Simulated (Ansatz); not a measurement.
# RPA@PBE/STO-3G run of PF3 (phosphorus trifluoride)

Aim: the electronic atomisation energy of PF3 (phosphorus trifluoride) at RPA@PBE/STO-3G, from 3 runs. 

Program for the calculation: Ansatz 0.2.0.

50 further runs of the same task are left out: 10 that didn't finish, 40 set aside as unsound or not needed.

## (1) The structure to begin with

PF3: 4 atoms, total charge 0, spin state singlet. SMILES: `FP(F)F`. The shape is that of a PBE0-D4/def2-TZVP optimisation.

Bond lengths: F1–P2 1.572 Å, P2–F3 1.572 Å, P2–F4 1.572 Å. Angles: F1–P2–F3 97.6°, F1–P2–F4 97.6°, F3–P2–F4 97.6°.

## (2) The energy at RPA@PBE/STO-3G

Contents of job.yaml:

```yaml
crystal:
  periodic: [false, false, false]
  atoms:
    - {symbol: F, position_ang: [0.834400, -0.663200, 0.874500]}
    - {symbol: P, position_ang: [-0.297500, 0.314600, 0.392300]}
    - {symbol: F, position_ang: [-1.061900, -0.696500, -0.536900]}
    - {symbol: F, position_ang: [0.525000, 1.045200, -0.730000]}
basis:
  gaussian:
    orbitals: STO-3G
accuracy: high
hamiltonian:
  xc: pbe
correlation:
  method: rpa
  frozen_orbitals: {F: 1, P: 5}
```

The run is started by

```bash
$ ansatz run job.yaml --threads 1 --pin off --max-ram 2610MiB --events-out events.jsonl --progress --plain --runs-dir runs
```

The program printed:

```text
Warning: RAYON_NUM_THREADS=1 ignored (pool sized by the plan → 1); use --threads N
Functional definition: PBE
  name "PBE"
  parameter kappa = 0.804
  parameter beta = 0.06672455060314922
  exchange = pbe_x(kappa = kappa, mu = beta*pi^2/3)
  correlation = pbe_c(beta = beta)
463 factors; integrals over basis functions are off by at most 2.4e-8 eV
mean field evaluation 1: about -17200.5443 eV, gradient 2.3e1 eV
mean field evaluation 2: about -17200.5273 eV, gradient 2.3e1 eV
mean field evaluation 4: about -17202.6308 eV, gradient 7.7e-1 eV
mean field evaluation 8: about -17202.6329 eV, gradient 8.0e-3 eV
mean field evaluation 16: about -17202.6329 eV, gradient 7.1e-9 eV
mean field -17202.63294355 eV, -632.1851003120 hartree, gradient 7.3e-9 eV, S^2 0.000000; 0 other end points of the search recorded, 0 dependent functions left out
8 core orbitals not correlated: weight in the atoms' cores, before any rotation towards them, 1.000 or more for the frozen orbitals, at most 0.000 for the correlated occupied ones
reference -17169.29635757 eV, -630.9600033735 hartree; 13, 13 occupied and 3, 3 virtual orbitals, 463 factors
Total energy: -17175.03105287 eV, -631.1707495389 hartree
```

It took 1.9 s on 1 thread of Arm Neoverse V1, shared host; peak memory 0.1 GiB.

## (3) The F atom

Contents of molecule.yaml:

```yaml
basis:
  gaussian:
    orbitals: STO-3G
crystal:
  periodic: [false, false, false]
  atoms:
    - symbol: F
      position_ang: [0.000000, 0.000000, 0.000000]
hamiltonian:
  xc: pbe
magnetization:
  spin_polarized: true
  initial_magnetization: 1
correlation:
  method: rpa
  frozen_orbitals: {F: 1}
accuracy: high
```

Run the same way, it converges to -98.01752 Eh (log not shown).

## (4) The P atom, same level

Contents of molecule.yaml:

```yaml
crystal:
  periodic: [false, false, false]
  atoms:
    - {symbol: P, position_ang: [0.000000, 0.000000, 0.000000]}
basis:
  gaussian:
    orbitals: STO-3G
magnetization:
  spin_polarized: true
  initial_magnetization: 3
hamiltonian:
  xc: pbe
correlation:
  method: rpa
  frozen_orbitals: {P: 5}
accuracy: high
```

Run the same way, it converges to -336.88709 Eh (log not shown).

## (5) Outcome

At RPA@PBE/STO-3G, 8 core orbitals frozen:

| quantity | value |
| --- | --- |
| molecule: total energy | -631.17075 Eh |
| molecule: RPA correlation energy (valence) | -210.7 mEh |
| F atom: total energy | -98.01752 Eh |
| F atom: RPA correlation energy (valence) | -31.0 mEh |
| F atom: ⟨S²⟩ of the reference determinant | 0.750 |
| P atom: total energy | -336.88709 Eh |
| P atom: RPA correlation energy (valence) | -19.7 mEh |
| P atom: ⟨S²⟩ of the reference determinant | 3.750 |
| electronic atomisation energy | 6.289 eV |

Taking the molecule apart into free atoms costs 6.29 eV (607 kJ/mol), before zero-point energy and without spin-orbit coupling. In a minimal basis such a difference can be off by several eV, whatever the method.
